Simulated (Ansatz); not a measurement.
Working through vertical spin-state energies of C3H7AlO, SMILES C[C]1(O)[CH2][AlH]1

With Ansatz's Python interface.

The script reads `c3h7alo.xyz`:
```text
12

C    -1.30410   -0.60470    0.26870
C     0.11040   -0.13740    0.24230
O     0.86700   -0.67780    1.25080
C     0.87370   -0.18190   -1.12310
Al    0.63190    1.66430   -0.42730
H    -1.82380   -0.21660    1.20580
H    -1.39450   -1.66300    0.18600
H    -1.87230   -0.08820   -0.59620
H     0.65560   -0.16500    2.12820
H     1.83010   -0.61060   -1.08620
H     0.12740   -0.43590   -1.95600
H     1.37550    3.06170   -0.05920
```

Notebook, run cell by cell (the value of a cell's last expression is shown):

```python
import ansatz
```

```python
molecule = ansatz.Crystal.molecule_from_extxyz("c3h7alo.xyz")

calculation = (
    molecule.calculation()
    .basis(gaussian="def2-TZVP")
    .functional("pbe0")
)
found = {}
for unpaired in [0, 2]:
    report = calculation.spin("collinear", total=unpaired).run(threads=1, pin="off").report
    s = unpaired / 2
    found[unpaired] = report["free_energy_ev"]
    print(f"2S+1 = {unpaired + 1}: E = {found[unpaired]:.5f} eV, <S^2> = {abs(report['mean_field']['state']['spin_squared']):.3f} (pure state {s * (s + 1):.2f})")
lowest = min(found, key=found.get)
for unpaired, e in found.items():
    print(f"multiplicity {unpaired + 1}: {23.060548 * (e - found[lowest]):.1f} kcal/mol above the lowest")
```

    2S+1 = 1: E = -11859.27082 eV, <S^2> = 0.000 (pure state 0.00)
    2S+1 = 3: E = -11858.13507 eV, <S^2> = 2.004 (pure state 2.00)
    multiplicity 1: 0.0 kcal/mol above the lowest
    multiplicity 3: 26.2 kcal/mol above the lowest

In order: multiplicity 1 (+0.00 eV) and multiplicity 3 (+1.14 eV), all at the one geometry.

Total energies depend on the basis set; only differences at equal settings carry meaning. The geometry is a force-field or estimated start, not a minimum of this method, and the basis set is short of its limit. All parts are taken at fixed geometry, without zero-point energy. Run time: 30 s on 1 thread of Intel(R) Xeon(R) Platinum 8488C (Sapphire Rapids) (shared host), peak memory 0.66 GiB.
